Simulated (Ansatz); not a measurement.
# Rh: stress in a strained cell

Aim: deform Rh (equal xx and yy strain of +1 %) and compute stress, forces and field gradients with LAPW, PAW and all-electron datasets made for the crystal.

Computed with Ansatz 0.2.0 (DFT LDA, scalar-relativistic, unless a step's input says otherwise).

## 1. The system as given

The structure is cubic, space group Fm-3m (No. 225). The conventional cell has a = 3.803 Å, b = 3.803 Å, c = 3.803 Å, α = 90.00°, β = 90.00°, γ = 90.00°. Around Rh (site symmetry m-3m) lie 12 Rh at 2.69 Å.

Coordinates:

```
CELL_PARAMETERS angstrom
0.00000 1.90155 1.90155
1.90155 0.00000 1.90155
1.90155 1.90155 0.00000
ATOMIC_POSITIONS crystal
Rh 0.00000 0.00000 0.00000
```

## 2. The deformed structure

Space group Fm-3m before, I4/mmm after.

## 3. Full-potential LAPW

File input.yaml:

```yaml
crystal:
  lattice:
    - [0.0, 1.9205655, 1.90155]
    - [1.9205655, 0.0, 1.90155]
    - [1.9205655, 1.9205655, 0.0]
  atoms:
    - { symbol: Rh, position: [0.0, 0.0, 0.0] }
kpoints:
  mp_grid: { grid: [16, 16, 16] }
  band_path:
    path:
      - [0.0, 0.0, 0.0]
      - [0.0, 0.5, 0.5]
      - [0.25, 0.75, 0.5]
      - [0.0, 0.5, 0.0]
      - [0.0, 0.0, 0.0]
      - [0.5, 0.5, 0.0]
      - [0.3775125, 0.6224875, 0.0]
      - [-0.3775125, 0.3775125, 0.0]
      - [0.0, 0.0, 0.0]
    npoints: 5
scf:
  occupations: { method: fermi_dirac, width: 0.03 }
hamiltonian:
  xc: lda
  pseudopotentials: { kind: all_electron, lapw: { basis_error: 0.00025 } }
output:
  forces: true
  stress: true
  eigenvalues: true
```

Started as:

```bash
$ ansatz run input.yaml --threads 1 --pin off --max-ram 3072MiB --backend cpu --events-out ev --progress --plain --runs-dir out
```

## 4. Frozen-core PAW

File input.yaml:

```yaml
crystal:
  lattice:
    - [0.0, 1.9205655, 1.90155]
    - [1.9205655, 0.0, 1.90155]
    - [1.9205655, 1.9205655, 0.0]
  atoms:
    - { symbol: Rh, position: [0.0, 0.0, 0.0] }
kpoints:
  mp_grid: { grid: [16, 16, 16] }
scf:
  occupations: { method: fermi_dirac, width: 0.03 }
hamiltonian:
  xc: lda
  pseudopotentials: { kind: paw }
output:
  forces: true
  stress: true
  eigenvalues: true
  efg: { contact_densities: true }
  write_density: true
  write_potential: true
  elf: true
  volumetric_format: npy
```

## 5. All-electron PAW on datasets made for the crystal

input.yaml, as its differences from that of step 4:

```diff
@@ -13,3 +13,3 @@
   xc: lda
-  pseudopotentials: { kind: paw }
+  pseudopotentials: { kind: all_electron, datasets: crystal }
 output:
@@ -19,5 +19 @@
   efg: { contact_densities: true }
-  write_density: true
-  write_potential: true
-  elf: true
-  volumetric_format: npy
```

(Steps that only read results are left out.)

**Question.** What will these runs give? Wanted: pressure; largest shear or deviatoric stress.

**Answer**, as computed:

| quantity | value |
| --- | --- |
| pressure | LAPW -16.07, PAW -16.09, crystal datasets -16.07 GPa |
| largest shear or deviatoric stress (LAPW) | 1.50 GPa |

The largest part of the stress beyond the pressure is 1.50 GPa in size, in the zz component. No run of the undeformed cell stands beside it, so the pressure holds what the given cell had before the change. PAW: stress within 0.02 GPa of LAPW. Crystal datasets: stress within 0.01 GPa of LAPW.
